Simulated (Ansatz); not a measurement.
**C2H12N2O2Si2: a ladder of functionals and wavefunction methods**

Aim: compute C2H12N2O2Si2 with functionals from several rungs and with coupled cluster. The yardstick is the atomisation energy at the CCSD(T) limit.

Method: functionals in def2-TZVPP, the program's frozen cores in correlated methods; program: Ansatz 0.2.0, Gaussian basis.

Levels to be run: LDA (SPW92), PBE-D4, revPBE-D4, BLYP-D4, r2SCAN-D4, B97M-V, PBE0-D4, B3LYP-D4, r2SCANh-D4, r2SCAN0-D4, HSE06-D4, BHLYP-D4, CAM-B3LYP-D4, LC-ωPBE, ωB97X-V, ωB97M-V, B2PLYP, PBE-QIDH; CCSD(T)/def2-SVP; CCSD(T)/def2-TZVPP; MP2/def2-QZVPP; extrapolation to the limit; RPA on PBE.

### 1 Structure used throughout

All runs share one geometry, relaxed beforehand with PBE0-D4 in a triple-zeta def2 set.

SMILES `CO[Si@@H](N)[Si@@H](N)OC`, 20 atoms, charge 0, spin multiplicity 1.

Atoms are counted from 1 here; the program's logs count them from 0.

Bond lengths: C1–O2 1.408 Å, C1–H9 1.092 Å, C1–H10 1.096 Å, C1–H11 1.098 Å, O2–Si3 1.654 Å, Si3–N4 1.713 Å, Si3–Si5 2.352 Å, Si3–H12 1.496 Å, N4–H13 1.008 Å, N4–H14 1.008 Å, Si5–N6 1.713 Å, Si5–O7 1.654 Å, Si5–H15 1.496 Å, N6–H16 1.008 Å, N6–H17 1.008 Å, O7–C8 1.408 Å, C8–H18 1.098 Å, C8–H19 1.096 Å and more. Angles: O2–C1–H9 108.3°, O2–C1–H10 111.6°, O2–C1–H11 111.4°, H9–C1–H10 108.7°, H9–C1–H11 108.2°, H10–C1–H11 108.5°, C1–O2–Si3 122.8°, O2–Si3–N4 111.4°, O2–Si3–Si5 111.0°, O2–Si3–H12 107.6°, N4–Si3–Si5 108.4°, N4–Si3–H12 106.8°, Si5–Si3–H12 111.5°, Si3–N4–H13 119.6°, Si3–N4–H14 119.5°, H13–N4–H14 110.5°, Si3–Si5–N6 108.4°, Si3–Si5–O7 111.0° and more.

Geometry (Å):

```mol
C2H12N2O2Si2
  3D, bonds by distance, orders not assigned

 20 19  0  0  0  0  0  0  0  0999 V2000
    1.7035    2.4692    0.8407 C   0  0
    1.9915    1.2016    0.2997 O   0  0
    1.0297   -0.1200    0.5504 Si  0  0
    1.7773   -1.5541   -0.0148 N   0  0
   -1.0388    0.1209   -0.5437 Si  0  0
   -1.7865    1.5550    0.0214 N   0  0
   -2.0006   -1.2006   -0.2931 O   0  0
   -1.7127   -2.4683   -0.8341 C   0  0
    2.5157    3.1483    0.5740 H   0  0
    0.7646    2.8727    0.4454 H   0  0
    1.6329    2.4314    1.9354 H   0  0
    0.8543   -0.2784    2.0279 H   0  0
    2.5721   -1.9298    0.4791 H   0  0
    1.8750   -1.7058   -1.0063 H   0  0
   -0.8635    0.2793   -2.0213 H   0  0
   -2.5812    1.9307   -0.4725 H   0  0
   -1.8842    1.7068    1.0129 H   0  0
   -1.6420   -2.4305   -1.9288 H   0  0
   -0.7738   -2.8718   -0.4387 H   0  0
   -2.5249   -3.1473   -0.5674 H   0  0
  1  2  8  0
  2  3  8  0
  3  4  8  0
  3  5  8  0
  5  6  8  0
  5  7  8  0
  7  8  8  0
  1  9  8  0
  1 10  8  0
  1 11  8  0
  3 12  8  0
  4 13  8  0
  4 14  8  0
  5 15  8  0
  6 16  8  0
  6 17  8  0
  8 18  8  0
  8 19  8  0
  8 20  8  0
M  END
```

### 2 LDA

This LDA is Slater exchange with PW92 correlation.

Contents of in.yaml:

```yaml
crystal:
  periodic: [false, false, false]
  atoms:
    - {symbol: C, position_ang: [1.703528, 2.469205, 0.840682]}
    - {symbol: O, position_ang: [1.991480, 1.201573, 0.299695]}
    - {symbol: Si, position_ang: [1.029673, -0.119983, 0.550360]}
    - {symbol: N, position_ang: [1.777303, -1.554073, -0.014812]}
    - {symbol: Si, position_ang: [-1.038813, 0.120926, -0.543714]}
    - {symbol: N, position_ang: [-1.786464, 1.555020, 0.021412]}
    - {symbol: O, position_ang: [-2.000630, -1.200623, -0.293056]}
    - {symbol: C, position_ang: [-1.712687, -2.468252, -0.834057]}
    - {symbol: H, position_ang: [2.515712, 3.148255, 0.573995]}
    - {symbol: H, position_ang: [0.764620, 2.872695, 0.445414]}
    - {symbol: H, position_ang: [1.632897, 2.431447, 1.935388]}
    - {symbol: H, position_ang: [0.854284, -0.278353, 2.027924]}
    - {symbol: H, position_ang: [2.572052, -1.929814, 0.479139]}
    - {symbol: H, position_ang: [1.875027, -1.705821, -1.006311]}
    - {symbol: H, position_ang: [-0.863472, 0.279279, -2.021285]}
    - {symbol: H, position_ang: [-2.581217, 1.930749, -0.472543]}
    - {symbol: H, position_ang: [-1.884174, 1.706808, 1.012907]}
    - {symbol: H, position_ang: [-1.641975, -2.430472, -1.928758]}
    - {symbol: H, position_ang: [-0.773822, -2.871786, -0.438732]}
    - {symbol: H, position_ang: [-2.524918, -3.147279, -0.567448]}
basis:
  gaussian: {orbitals: def2-TZVPP}
hamiltonian: {xc: lda}
output: {orbitals: {seedname: orbitals}}
```

Further steps of the session: PBE-D4 (GGA); revPBE-D4 (GGA); BLYP-D4 (GGA); r2SCAN-D4 (meta-GGA); B97M-V (meta-GGA); PBE0-D4 (hybrid); B3LYP-D4 (hybrid); r2SCANh-D4 (hybrid); r2SCAN0-D4 (hybrid); HSE06-D4 (hybrid); BHLYP-D4 (hybrid); CAM-B3LYP-D4 (range-separated); LC-ωPBE (range-separated); ωB97X-V (range-separated); ωB97M-V (range-separated); B2PLYP (double hybrid); PBE-QIDH (double hybrid); CCSD(T) in def2-SVP; CCSD(T) in def2-TZVPP; MP2 in def2-QZVPP; RPA on PBE orbitals.

**Question.** What will the summary of the whole plan be? Wanted: atomisation energy, CCSD(T)/CBS; farthest beyond LDA; mean size of error, GGA; mean size of error, meta-GGA; mean size of error, hybrid; mean size of error, range-separated; mean size of error, double hybrid; gap, smallest and largest; T1 diagnostic.

The runs gave:

```
                               quantity                                                             value
        atomisation energy, CCSD(T)/CBS                                                   1770.7 kcal/mol
functionals within 8.9 kcal/mol (0.5 %)  BLYP-D4, r2SCAN-D4, B97M-V, B3LYP-D4, HSE06-D4, ωB97X-V, ωB97M-V
                    farthest beyond LDA                                         BHLYP-D4 (-51.2 kcal/mol)
                mean size of error, GGA                                                     15.1 kcal/mol
           mean size of error, meta-GGA                                                      4.4 kcal/mol
             mean size of error, hybrid                                                     20.1 kcal/mol
    mean size of error, range-separated                                                      8.3 kcal/mol
      mean size of error, double hybrid                                                     23.8 kcal/mol
              gap, smallest and largest                         4.54 eV (LDA (SPW92)), 11.52 eV (LC-ωPBE)
                          T1 diagnostic                                                            0.0118
triples share of the correlation energy                                                             3.7 %
```

In words: LDA overbinds by 248.7 kcal/mol (14 %). PBE-D4 misses by +22.9 kcal/mol. Double hybrids carry the basis error of their MP2 part in triple zeta, and no dispersion term here, so their miss is partly the set-up's. The rungs meta-GGA, range-separated miss on average by less than the doubt on the reference (8.9 kcal/mol), so they tie. The reference freezes the cores and leaves out relativity and excitations past (T), so misses under about 8.9 kcal/mol can't be ranked. Hartree-Fock recovers 71 % of the binding; the rest is correlation. CCSD(T) in def2-SVP is off by -129.4 kcal/mol, which most functionals beat. The gap grows from 4.5 to 11.5 eV across the functionals, mostly with the share of exact exchange.
